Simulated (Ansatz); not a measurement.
# GaH7OSi2: one species, many methods

An exercise on one series of results from a longer session: the logs are not shown, and one member is left open.

Program: Ansatz 0.2.0, Gaussian basis. Level of theory: functionals in def2-TZVPP, the program's frozen cores in correlated methods. These are calculated values, not measurements.

Levels to be run: LDA (SPW92), PBE-D4, revPBE-D4, BLYP-D4, r2SCAN-D4, B97M-V, PBE0-D4, B3LYP-D4, r2SCANh-D4, r2SCAN0-D4, HSE06-D4, BHLYP-D4, CAM-B3LYP-D4, LC-ωPBE, ωB97X-V, ωB97M-V, B2PLYP, PBE-QIDH; CCSD(T)/def2-SVP; CCSD(T)/def2-TZVPP; MP2/def2-QZVPP; extrapolation to the limit; RPA on PBE.

## Structure used throughout

The geometry comes from an earlier relaxation with PBE0-D4 in a triple-zeta def2 set; it is a stationary point, not always the lowest conformer.

SMILES `[SiH3]O[SiH2][GaH2]`, 11 atoms, charge 0, spin multiplicity 1.

Atoms are counted from 1 here; the program's logs count them from 0.

Bond lengths: Si1–O2 1.626 Å, Si1–H5 1.481 Å, Si1–H6 1.481 Å, Si1–H7 1.526 Å, O2–Si3 1.679 Å, Si3–Ga4 2.433 Å, Si3–H8 1.489 Å, Si3–H9 1.489 Å, Ga4–H10 1.573 Å, Ga4–H11 1.573 Å. Angles: O2–Si1–H5 112.2°, O2–Si1–H6 112.1°, O2–Si1–H7 107.7°, H5–Si1–H6 111.2°, H5–Si1–H7 106.6°, H6–Si1–H7 106.6°, Si1–O2–Si3 124.4°, O2–Si3–Ga4 101.1°, O2–Si3–H8 107.7°, O2–Si3–H9 107.7°, Ga4–Si3–H8 116.4°, Ga4–Si3–H9 116.5°, H8–Si3–H9 106.8°, Si3–Ga4–H10 120.6°, Si3–Ga4–H11 120.5°, H10–Ga4–H11 118.7°.

Set-up of the first run:

in.yaml

```yaml
crystal:
  periodic: [false, false, false]
  atoms:
    - {symbol: Si, position_ang: [-0.948631, 1.378047, 0.165338]}
    - {symbol: O, position_ang: [0.674502, 1.300071, 0.224070]}
    - {symbol: Si, position_ang: [1.562926, -0.113270, 0.044021]}
    - {symbol: Ga, position_ang: [-0.213930, -1.746594, -0.263462]}
    - {symbol: H, position_ang: [-1.428848, 2.190101, -0.976002]}
    - {symbol: H, position_ang: [-1.531070, 1.851209, 1.441817]}
    - {symbol: H, position_ang: [-1.472844, -0.037528, -0.056091]}
    - {symbol: H, position_ang: [2.491657, 0.077953, -1.104564]}
    - {symbol: H, position_ang: [2.409193, -0.274387, 1.258951]}
    - {symbol: H, position_ang: [-0.722505, -2.116274, -1.705128]}
    - {symbol: H, position_ang: [-0.820461, -2.509317, 0.971050]}
basis:
  gaussian: {orbitals: def2-TZVPP}
hamiltonian: {xc: lda}
output: {orbitals: {seedname: orbitals}}
```

The run is started by

```sh
$ ansatz run in.yaml --threads 4 --pin off --events-out ev --progress --plain --max-ram 10444MiB
```

Steps of the session up to this table: LDA; PBE-D4 (GGA); revPBE-D4 (GGA); BLYP-D4 (GGA); r2SCAN-D4 (meta-GGA); B97M-V (meta-GGA); PBE0-D4 (hybrid); B3LYP-D4 (hybrid); r2SCANh-D4 (hybrid); r2SCAN0-D4 (hybrid); HSE06-D4 (hybrid); BHLYP-D4 (hybrid); CAM-B3LYP-D4 (range-separated); LC-ωPBE (range-separated); ωB97X-V (range-separated); ωB97M-V (range-separated); B2PLYP (double hybrid); PBE-QIDH (double hybrid).

One of the session's tables, all rows but one given; the rest of the session is left out.

It belongs to the step «Frontier levels by functional». 

| functional | HOMO (eV) | LUMO (eV) | gap (eV) |
| --- | --- | --- | --- |
| LDA (SPW92) | -6.30 | -2.89 | 3.41 |
| PBE-D4 | -6.20 | -2.62 | 3.57 |
| revPBE-D4 | -6.15 | -2.51 | 3.64 |
| BLYP-D4 | -6.07 | -2.47 | 3.60 |
| r2SCAN-D4 | -6.45 | -2.38 | 4.07 |
| B97M-V | ? | ? | ? |
| PBE0-D4 | -7.29 | -1.81 | 5.47 |
| B3LYP-D4 | -7.10 | -1.99 | 5.10 |
| r2SCANh-D4 | -6.85 | -2.10 | 4.75 |
| r2SCAN0-D4 | -7.45 | -1.67 | 5.78 |
| HSE06-D4 | -6.89 | -2.18 | 4.71 |
| BHLYP-D4 | -8.28 | -0.93 | 7.36 |
| CAM-B3LYP-D4 | -8.55 | -0.81 | 7.74 |
| LC-ωPBE | -9.85 | 0.27 | 10.12 |
| ωB97X-V | -9.53 | 0.18 | 9.70 |
| ωB97M-V | -9.33 | -0.05 | 9.28 |

Q: Estimate the row for B97M-V from the others.

As computed: HOMO (eV): -6.56; LUMO (eV): -2.52; gap (eV): 4.05. In the column «HOMO (eV)» it lies between r2SCANh-D4 (-6.85) and r2SCAN-D4 (-6.45).
